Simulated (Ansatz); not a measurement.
**GeH+ (singlet): wave-function methods side by side at distance Ge1–H2 = 3.431 Å, cc-pVQZ**

The task here is to estimate one member of a computed series from the others.

Method: cc-pVQZ, core rule «outside noble gas», up to 14 orbitals frozen; program: Ansatz 0.2.0, Gaussian basis.

The runs, in order: UHF; CCSD(T) on RHF; CCSD(T) on UHF; BCCD(T) on RHF; CCSDT(Q) on RHF; CCSDT(Q) on UHF; CASSCF and NEVPT2, 4 electrons in 5 orbitals; Full CI.

21 further runs of the same task are left out: 15 that didn't finish, 6 set aside as unsound or not needed.

### The geometry

The geometry derives from a PBE0/def2-TZVP stationary point (not a proven minimum). One bond is set to the value named and the two fragments are kept rigid. No spin-orbit coupling is included. The filled d shell of Ge may be among the frozen orbitals whatever the setting's name suggests; the logs give the count.

2 atoms, charge 1, spin multiplicity 1.

Atoms are counted from 1 here; the program's logs count them from 0.

No contacts short enough for the rule that draws bonds.

The first run:

The input, in.yaml:

```yaml
crystal:
  periodic: [false, false, false]
  atoms:
    - {symbol: Ge, position_ang: [0.000000, 0.000000, 0.000000]}
    - {symbol: H, position_ang: [0.000000, 0.000000, 3.431000]}
basis:
  gaussian: {orbitals: cc-pVQZ}
total_charge: 1
magnetization: {spin_polarized: true, initial_magnetization: 0}
hamiltonian: {xc: hf}
output: {orbitals: {seedname: orbitals}}
```

Launch:

```console
$ ansatz run in.yaml --threads 1 --pin off --events-out ev --progress --plain --max-ram 2393MiB
```

Among the steps run: UHF; CCSD(T) on RHF; CCSD(T) on UHF; BCCD(T) on RHF; CCSDT(Q) on RHF; CCSDT(Q) on UHF; CASSCF and NEVPT2, 4 electrons in 5 orbitals; Full CI.

One table of the session follows, with a row left open; its other results are not shown here.

It belongs to the step «Misses and costs». 

```
        method  from FCI (kcal/mol)
           RHF              +102.96
           UHF               +36.30
          RMP2               +39.25
          UMP2               +11.03
         RCCSD                +5.48
         UCCSD                +2.44
      RCCSD(T)                -0.60
      UCCSD(T)                +1.73
       BCCD(T)                    ?
        RCCSDT                +0.14
        UCCSDT                +0.36
     RCCSDT(Q)                -0.01
     UCCSDT(Q)                +0.13
CASSCF valence               +20.99
NEVPT2 valence                +4.74
           FCI                    0
```

Q: Estimate the row for BCCD(T) from the others.

The run gave: from FCI (kcal/mol): -0.53. In the column «from FCI (kcal/mol)» it lies between RCCSD(T) (-0.60) and RCCSDT(Q) (-0.01).

The program flags RCCSD(T), BCCD(T), RCCSDT(Q), UCCSDT(Q) as in doubt (see the logs), so those rows may rest on another solution; read them beside their warnings.

Caveats from the session: The determinant is far from a pure spin state, so its energy mixes those of several spin states (harmless only where they are near-degenerate, as at dissociation). The report flags that the cluster equations may have other roots. The program flags RCCSD(T), BCCD(T), RCCSDT(Q), UCCSDT(Q) as in doubt, so those rows may rest on another solution; read them beside their warnings. RCCSD(T), BCCD(T) fall below full CI, which methods that aren't variational can do. Restricted and unrestricted rows rest on different reference determinants; where their highest levels disagree by more than a few hundredths of an eV, they describe different states and don't form one ladder.
